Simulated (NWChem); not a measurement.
# C3H6B (SMILES B[C]1CC1) at 3 levels

We compute a comparison of 3 runs (UHF/STO-3G, UHF/3-21G, UB3LYP/6-31G*) of C3H6B. 

The results are computed with NWChem 7.3.0.

### 1 The system as given

The species is C3H6B (10 atoms), meant as a doublet with charge 0. SMILES: `B[C]1CC1`. The coordinates come from a GFN2-xTB relaxation.

Bond lengths: B1–C2 1.476 Å, C2–C3 1.467 Å, C2–C4 1.467 Å, C3–C4 1.506 Å, B1–H5 1.173 Å, B1–H6 1.174 Å, C3–H7 1.084 Å, C3–H8 1.083 Å, C4–H9 1.084 Å, C4–H10 1.083 Å. Some angles: B1–C2–C3 149.1°, B1–C2–C4 149.1°, C3–C2–C4 61.8°, C2–C3–C4 59.1°, C2–C4–C3 59.1°, C2–B1–H5 120.0°, C2–B1–H6 120.2°, C2–C3–H7 118.1°, C2–C3–H8 119.1°, C4–C3–H7 118.9°.

### 2 Energy and gradient at UHF/STO-3G (run 1)

Contents of job.nw:

```
start job
title "C3H6B"
memory 2200 mb

geometry units bohr noautosym nocenter noautoz
 B     -2.45290230     1.54968881    -1.72813564
 C     -0.42985600     0.26792537    -0.29744289
 C      1.31761154    -1.87011077    -0.04514556
 C      1.28238705     0.22451836     1.88241288
 H     -3.77695781     0.38036407    -3.06751683
 H     -2.73309200     3.74252700    -1.54296138
 H      0.54233250    -3.69613422     0.46419233
 H      2.90681452    -2.01210479    -1.32585075
 H      2.83383330     1.56059253     1.92062315
 H      0.50981031    -0.14726636     3.73980580
end

basis spherical bse
 * library STO-3G
end

scf
 doublet
 uhf
 thresh 1e-08
 maxiter 80
 noprint "final vectors analysis"
end

task scf gradient
```

Launch:

```sh
nwchem job.nw > job.out
```

What it wrote:

```text
[...]
  functions       =    26
[...]
  wavefunction    = UHF
[...]
         Total SCF energy =   -139.974995312326
      One electron energy =   -386.945171335311
      Two electron energy =    146.635762077849
 Nuclear repulsion energy =    100.334413945136
                       Sz =      0.5000
                 Sz(Sz+1) =      0.7500
                      S^2 =      0.7628
[...]
                         UHF ENERGY GRADIENTS
    atom               coordinates                        gradient
                 x          y          z           x          y          z
   1 B      -2.452902   1.549689  -1.728136    0.019843  -0.013238   0.015000
   2 C      -0.429856   0.267925  -0.297443   -0.000996   0.000405  -0.000539
   3 C       1.317612  -1.870111  -0.045146   -0.003941   0.014227   0.001326
   4 C       1.282387   0.224518   1.882413   -0.008231  -0.006323  -0.010524
   5 H      -3.776958   0.380364  -3.067517   -0.004951  -0.005781  -0.003167
   6 H      -2.733092   3.742527  -1.542961    0.001400   0.008785  -0.000016
   7 H       0.542333  -3.696134   0.464192   -0.001221   0.000047  -0.001896
   8 H       2.906815  -2.012105  -1.325851   -0.000735  -0.001099  -0.000005
   9 H       2.833833   1.560593   1.920623   -0.001602   0.001585   0.000048
  10 H       0.509810  -0.147266   3.739806    0.000434   0.001393  -0.000226
[...]
```

It took 2 s on 1 thread of Intel Xeon 6975P-C (Granite Rapids), shared host; peak memory 0.097 GiB.

### 3 Energy and gradient at UHF/3-21G (run 2)

Contents of run.nw:

```
start run
title "C3H6B"
memory total 2200 mb

geometry units atomic noautosym nocenter noautoz
  B   -2.45290230   1.54968881  -1.72813564
  C   -0.42985600   0.26792537  -0.29744289
  C    1.31761154  -1.87011077  -0.04514556
  C    1.28238705   0.22451836   1.88241288
  H   -3.77695781   0.38036407  -3.06751683
  H   -2.73309200   3.74252700  -1.54296138
  H    0.54233250  -3.69613422   0.46419233
  H    2.90681452  -2.01210479  -1.32585075
  H    2.83383330   1.56059253   1.92062315
  H    0.50981031  -0.14726636   3.73980580
end

basis spherical bse
  * library 3-21G
end

scf
  doublet
  uhf
  thresh 1e-08
  maxiter 80
  print low
end

task scf gradient
```

Launch:

```sh
nwchem run.nw > run.out
```

What it wrote:

```text
[...]
  functions       =    48
[...]
  wavefunction    = UHF
[...]
         Total SCF energy =   -140.879921387433
      One electron energy =   -386.600694966815
      Two electron energy =    145.386359634246
 Nuclear repulsion energy =    100.334413945136
                       Sz =      0.5000
                 Sz(Sz+1) =      0.7500
                      S^2 =      0.7606
[...]
                         UHF ENERGY GRADIENTS
    atom               coordinates                        gradient
                 x          y          z           x          y          z
   1 B      -2.452902   1.549689  -1.728136    0.007059  -0.004970   0.005697
   2 C      -0.429856   0.267925  -0.297443   -0.004104   0.002326  -0.002737
   3 C       1.317612  -1.870111  -0.045146   -0.007541   0.022724   0.006648
   4 C       1.282387   0.224518   1.882413   -0.010138  -0.011340  -0.019643
   5 H      -3.776958   0.380364  -3.067517    0.005584   0.003443   0.007108
   6 H      -2.733092   3.742527  -1.542961    0.003386  -0.008531  -0.001222
   7 H       0.542333  -3.696134   0.464192   -0.001627  -0.006053  -0.000640
   8 H       2.906815  -2.012105  -1.325851    0.004585  -0.003090  -0.003602
   9 H       2.833833   1.560593   1.920623    0.003390   0.004816   0.002003
  10 H       0.509810  -0.147266   3.739806   -0.000594   0.000674   0.006388
[...]
```

Wall time 2.8 s (1 thread of Intel Xeon 6975P-C (Granite Rapids), shared host); peak memory 0.094 GiB.

### 4 Energy and forces at UB3LYP/6-31G(d) (Cartesian functions) (run 3)

Contents of run.py:

```python
from ase import Atoms
from ase.calculators.nwchem import NWChem

mol = Atoms('BCCCHHHHHH', positions=[
    [-1.298020, 0.820060, -0.914490],
    [-0.227470, 0.141780, -0.157400],
    [0.697250, -0.989620, -0.023890],
    [0.678610, 0.118810, 0.996130],
    [-1.998680, 0.201280, -1.623260],
    [-1.446290, 1.980460, -0.816500],
    [0.286990, -1.955910, 0.245640],
    [1.538220, -1.064760, -0.701610],
    [1.499600, 0.825830, 1.016350],
    [0.269780, -0.077930, 1.979020],
])

calc = NWChem(
    label='c3h6b',
    theory='dft',
    memory='2200 mb',
    basis='6-31G*',
    dft={'xc': 'b3lyp', 'mult': '2', 'grid': 'xfine', 'convergence': 'energy 1e-08', 'iterations': '100', 'mulliken': None, 'print': 'low'},
)
mol.calc = calc

forces = mol.get_forces()
e = mol.get_potential_energy()
print(f"E = {e:.6f} eV")
print("forces (eV/A):")
for s, f in zip(mol.symbols, forces):
    print(f"{s:2s} {f[0]:10.5f} {f[1]:10.5f} {f[2]:10.5f}")
```

Launch:

```sh
export ASE_NWCHEM_COMMAND="nwchem PREFIX.nwi > PREFIX.nwo"
python run.py
```

What it wrote:

```text
E = -3882.334968 eV
forces (eV/A):
B    -0.11863    0.09559   -0.11107
C     0.32782   -0.19144    0.22168
C     0.06834   -0.22117   -0.08690
C     0.06731    0.12290    0.20661
H    -0.40680   -0.31748   -0.40855
H    -0.11591    0.62113    0.05620
H    -0.11467   -0.24559    0.08315
H     0.19520    0.00879   -0.18661
H     0.22261    0.18389   -0.01275
H    -0.12526   -0.05667    0.23829
```

The calculator wrote c3h6b.nwi:

```
title "c3h6b"

permanent_dir c3h6b

scratch_dir c3h6b

start c3h6b

geometry units angstrom nocenter noautosym noautoz
  B  -1.2980200000000000e+00 8.2006000000000001e-01 -9.1449000000000003e-01
  C  -2.2747000000000001e-01 1.4177999999999999e-01 -1.5740000000000001e-01
  C  6.9725000000000004e-01 -9.8962000000000006e-01 -2.3890000000000002e-02
  C  6.7861000000000005e-01 1.1881000000000000e-01 9.9612999999999996e-01
  H  -1.9986800000000000e+00 2.0127999999999999e-01 -1.6232599999999999e+00
  H  -1.4462900000000001e+00 1.9804600000000001e+00 -8.1650000000000000e-01
  H  2.8699000000000002e-01 -1.9559100000000000e+00 2.4564000000000000e-01
  H  1.5382199999999999e+00 -1.0647599999999999e+00 -7.0160999999999996e-01
  H  1.4996000000000000e+00 8.2582999999999995e-01 1.0163500000000001e+00
  H  2.6978000000000002e-01 -7.7929999999999999e-02 1.9790200000000000e+00
end

memory 2200 mb

basis noprint
   * library 6-31G*
end

dft
  xc b3lyp
  mult 2
  grid xfine
  convergence energy 1e-08
  iterations 100
  mulliken
  print low
end

task dft gradient
```

c3h6b.nwo (excerpt; [...] marks lines left out):

```text
[...]
         Total DFT energy =     -142.673179701059
      One electron energy =     -388.337513287646
           Coulomb energy =      167.913564850459
    Exchange-Corr. energy =      -22.583652439024
 Nuclear repulsion energy =      100.334421175152
[... 41 lines left out ...]
     ------------------------------------------
      Spin Density - Lowdin Population Analysis
[...]
      <S2> =      0.7532 (Exact =     0.7500)
                         DFT ENERGY GRADIENTS
    atom               coordinates                        gradient
                 x          y          z           x          y          z
   1 B      -2.452902   1.549689  -1.728136    0.002307  -0.001859   0.002160
   2 C      -0.429856   0.267925  -0.297443   -0.006375   0.003723  -0.004311
   3 C       1.317611  -1.870111  -0.045146   -0.001329   0.004301   0.001690
[... 6 lines of this table left out ...]
  10 H       0.509810  -0.147266   3.739806    0.002436   0.001102  -0.004634
 Task  times  cpu:       39.2s     wall:       39.2s
 Total times  cpu:       39.2s     wall:       39.2s
```

It took 41 s on 1 thread of Intel Xeon 6975P-C (Granite Rapids), shared host; peak memory 0.14 GiB.

### 5 The series

```tsv
run	level	Cartesian functions	iteration cap	energy (Eh)	⟨S²⟩	largest force (eV/Å)	wall time
1	UHF/STO-3G	no	80	-139.974995	0.763	1.449	2 s
2	UHF/3-21G	no	80	-140.879921	0.761	1.278	2.8 s
3	UB3LYP/6-31G* (Cartesian functions)	yes	100	-142.673180	0.753	0.658	41 s
```

### 6 Summary of results

```
                       quantity          value
            run 3: total energy  -142.67318 Eh
                    run 3: ⟨S²⟩          0.753
run 3: largest force on an atom     0.658 eV/Å
```

**Reading.** In run 1 the basis is minimal, so the values are rough. All runs together took 45 s, the longest 41 s.
